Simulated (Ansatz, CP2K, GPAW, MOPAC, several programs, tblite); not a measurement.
## What each method gives for Be3Te2S (ordering on zincblende)

An ordered 6-atom cell of Be3Te2S on the zincblende lattice (Imm2), relaxed with r2SCAN in Ansatz, was computed with several methods. Space group Imm2 (No. 44), orthorhombic; a = 3.826 Å, b = 11.461 Å, c = 5.378 Å in the conventional setting, 19.65 Å³ an atom. S has 4 Be at 2.11–2.22 Å; Be has 2 S at 2.22 Å and 2 Te at 2.44 Å; Te has 4 Be at 2.42–2.46 Å; Be has 1 S at 2.11 Å and 3 Te at 2.42–2.46 Å. The calculation is spin-unpolarised, and the structure need not be a phase that has been made.

```
S Be Te
1.0
    -1.91314    5.73066    2.68880
     1.91314   -5.73066    2.68880
     1.91314    5.73066   -2.68880
S Be Te
1 3 2
Direct
  0.99971 0.99971 0.00000
  0.20887 0.70887 0.50000
  0.62202 0.77175 0.85027
  0.92148 0.77175 0.14973
  0.33495 0.99897 0.33598
  0.66298 0.99897 0.66402
```

Gaps and times are for a single point on this cell; volume and bulk modulus come from each method's own relaxation or energy curve at fixed shape, which is too stiff where a cell has free coordinates or axes. Times are rough, from shared hosts (Arm Neoverse V2), and each method has its own mesh and cell size. A double dagger marks a value from a curve with shape and coordinates held. A star marks a curve whose lowest point is an end point. PM6 (MOPAC), PM7 (MOPAC), GFN1-xTB (tblite), GFN2-xTB (tblite) treat a cluster of cells at its zone centre, which samples few k points: where these miss a band edge, the gap comes out too large for that reason alone. Gaps from k meshes are read at a limited set of points (mesh, symmetry points, PBE's band edges), so each method's own least gap may be somewhat smaller. xTB and the PM methods were fitted mostly to molecules, and can miss a solid's gap by electronvolts. Minimal bases can be far off for gaps. PBE/DZVP lies far from plane-wave PBE here, an effect of basis or sampling. GLLB-SC's gap includes the derivative discontinuity. d marks a direct gap, i an indirect one (no mark: not told apart), a dash a value that wasn't computed or didn't pass its checks.

```json
{"method": "GFN1-xTB (tblite)", "kind": "tight binding", "gap (eV)": "3.09", "own volume (Å³/atom)": "19.09‡", "bulk modulus (GPa)": "92‡", "atoms computed": "72", "processor time": "3 s"}
{"method": "PM6 (MOPAC)", "kind": "semi-empirical", "gap (eV)": "6.96", "own volume (Å³/atom)": "–", "bulk modulus (GPa)": "–", "atoms computed": "72", "processor time": "3.4 s"}
{"method": "PM7 (MOPAC)", "kind": "semi-empirical", "gap (eV)": "7.13", "own volume (Å³/atom)": "19.07‡", "bulk modulus (GPa)": "173‡", "atoms computed": "72", "processor time": "3.5 s"}
{"method": "light PBE (260 eV, its own mesh)", "kind": "light plane-wave", "gap (eV)": "1.72 i", "own volume (Å³/atom)": "–", "bulk modulus (GPa)": "–", "atoms computed": "6", "processor time": "3.8 s"}
{"method": "GFN2-xTB (tblite)", "kind": "tight binding", "gap (eV)": "3.37", "own volume (Å³/atom)": "21.66*‡", "bulk modulus (GPa)": "–", "atoms computed": "72", "processor time": "5.6 s"}
{"method": "PBE/SZV (CP2K)", "kind": "small basis", "gap (eV)": "2.39 i", "own volume (Å³/atom)": "–", "bulk modulus (GPa)": "–", "atoms computed": "6", "processor time": "17 s"}
{"method": "PBE/DZVP (CP2K)", "kind": "small basis", "gap (eV)": "2.38 i", "own volume (Å³/atom)": "–", "bulk modulus (GPa)": "–", "atoms computed": "6", "processor time": "29 s"}
{"method": "PBE", "kind": "semilocal", "gap (eV)": "1.72 i", "own volume (Å³/atom)": "19.71", "bulk modulus (GPa)": "66‡", "atoms computed": "6", "processor time": "34 s"}
{"method": "r2SCAN", "kind": "semilocal", "gap (eV)": "2.08 i", "own volume (Å³/atom)": "19.65", "bulk modulus (GPa)": "69‡", "atoms computed": "6", "processor time": "77 s"}
{"method": "GLLB-SC (GPAW)", "kind": "model potential", "gap (eV)": "2.82", "own volume (Å³/atom)": "–", "bulk modulus (GPa)": "–", "atoms computed": "6", "processor time": "79 s"}
```

Against r2SCAN (2.08 eV) the nearest gap at the points sampled is that of PBE/DZVP (CP2K) (+0.30 eV) and the farthest that of PM7 (MOPAC) (+5.05 eV). r2SCAN is only a yardstick of convenience: semilocal gaps usually lie below measured ones, which GLLB-SC and hybrids aim to mend.

Volumes against r2SCAN's: PBE +0.3 %.

No spin-orbit coupling is included; it can move band edges with weight on the heavy atoms by tenths of an eV.
